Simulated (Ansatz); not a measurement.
**CH₅NSeSi: a ladder of functionals and wavefunction methods**

The task here is to estimate one member of a computed series from the others.

Computed with Ansatz 0.2.0, Gaussian basis. Level: functionals in def2-TZVPP, the program's frozen cores in correlated methods.

Plan: PBE-D4, r2SCAN-D4, PBE0-D4, B3LYP-D4, ωB97X-V, ωB97M-V, B2PLYP; CCSD(T)/def2-TZVPP; MP2/def2-QZVPP; extrapolation to the limit.

## The geometry

All runs share one geometry, relaxed beforehand with PBE0-D4 in a triple-zeta def2 set.

9 atoms, charge 0, spin multiplicity 1.

Atoms are counted from 1 here; the program's logs count them from 0.

Bond lengths: N1–C2 1.269 Å, N1–H5 1.023 Å, C2–Si3 1.885 Å, C2–H6 1.101 Å, Si3–Se4 2.280 Å, Si3–H7 1.480 Å, Si3–H8 1.486 Å, Se4–H9 1.469 Å. Angles: C2–N1–H5 111.7°, N1–C2–Si3 118.7°, N1–C2–H6 122.7°, Si3–C2–H6 118.6°, C2–Si3–Se4 109.6°, C2–Si3–H7 109.0°, C2–Si3–H8 110.3°, Se4–Si3–H7 112.5°, Se4–Si3–H8 103.6°, H7–Si3–H8 111.7°, Si3–Se4–H9 92.6°.

Set-up of the first run:

in.yaml

```yaml
crystal:
  periodic: [false, false, false]
  atoms:
    - {symbol: N, position_ang: [0.633465, 1.750541, -0.417990]}
    - {symbol: C, position_ang: [0.167808, 0.633359, -0.800250]}
    - {symbol: Si, position_ang: [0.429011, -0.878531, 0.294107]}
    - {symbol: Se, position_ang: [-1.586981, -1.636811, 1.042073]}
    - {symbol: H, position_ang: [0.410526, 2.498955, -1.078506]}
    - {symbol: H, position_ang: [-0.409740, 0.516920, -1.730138]}
    - {symbol: H, position_ang: [1.345806, -0.521590, 1.400016]}
    - {symbol: H, position_ang: [0.953814, -2.012911, -0.508782]}
    - {symbol: H, position_ang: [-1.855211, -0.396233, 1.782570]}
basis:
  gaussian: {orbitals: def2-TZVPP}
hamiltonian: {xc: pbe, dispersion: d4}
output: {forces: true, orbitals: {seedname: orbitals}}
```

On the command line:

```bash
$ ansatz run in.yaml --threads 4 --pin off --events-out ev --progress --plain --max-ram 10444MiB
```

Steps of the session up to this table: PBE-D4 (GGA); r2SCAN-D4 (meta-GGA); PBE0-D4 (hybrid); B3LYP-D4 (hybrid); ωB97X-V (range-separated); ωB97M-V (range-separated); B2PLYP (double hybrid); CCSD(T) in def2-TZVPP; MP2 in def2-QZVPP.

One table of the session follows, with a row left open; its other results are not shown here.

It belongs to the step «Atomisation energies». 

```
            method  atomisation energy (kJ/mol)
            PBE-D4                       3039.6
         r2SCAN-D4                       2976.5
           PBE0-D4                       2975.0
          B3LYP-D4                       2987.5
           ωB97X-V                       2998.4
           ωB97M-V                            ?
            B2PLYP                       2942.5
     HF/def2-TZVPP                       2055.6
    MP2/def2-TZVPP                       2914.2
   CCSD/def2-TZVPP                       2836.4
CCSD(T)/def2-TZVPP                       2889.7
           MP2/CBS                       3011.2
       CCSD(T)/CBS                       2986.7
```

Q: Estimate the row for ωB97M-V from the others.

**Answer.** atomisation energy (kJ/mol): 2983.5. In the column «atomisation energy (kJ/mol)» it lies between r2SCAN-D4 (2976.5) and CCSD(T)/CBS (2986.7).

To keep in mind: Free atoms (1 N, 1 C, 1 Si, 1 Se, 5 H) were run apart at each level; the atomisation energy is their sum less the molecule, without zero-point or spin-orbit terms.
